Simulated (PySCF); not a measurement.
# C4H8GeSe: the cost of one run

Programs: PySCF 2.14.0, with routines of our own; each step states its level. All values are computed. Atoms count from 0.

## 1. The system as given

14 atoms, charge 0, multiplicity 1; geometry from: GFN2-xTB.

## 2. Magnetic properties: GIAO B3LYP/pcSseg-1

Job settings and geometry (Å):

```
{"job": {"kind": "mag", "xc": "B3LYP", "basis": "pcSseg-1", "isotopologues": 2}, "charge": 0, "multiplicity": 1}
Ge    -2.145040     0.434075     0.220073
C     -0.516803    -0.266691     1.129056
C      0.286516    -1.119637     0.216855
C      1.450142    -0.677582    -0.226338
C      1.934139     0.658787     0.226120
Se     0.689516     1.222044     1.652254
H     -3.027770    -0.696498    -0.216266
H     -1.750110     1.216000    -0.987703
H     -2.918979     1.319292     1.140130
H     -0.799064    -0.801010     2.040082
H     -0.136878    -2.070367    -0.075485
H      2.074339    -1.230699    -0.911452
H      1.912993     1.393279    -0.584478
H      2.946321     0.618534     0.635012
```

With the program's defaults for keys left out, this is: GIAO B3LYP/pcSseg-1 magnetisability, rotational g tensor and spin-rotation constants, non-relativistic, gas phase.

Command:

```console
$ OMP_NUM_THREADS=1 python excited_run.py task.json out
```

This one command runs all jobs of the session in turn.

**Question.** How long does this first job take on 1 thread of Arm Neoverse N1, shared host, and how much memory does it need?

About 71 s, with a peak of 0.9 GiB.
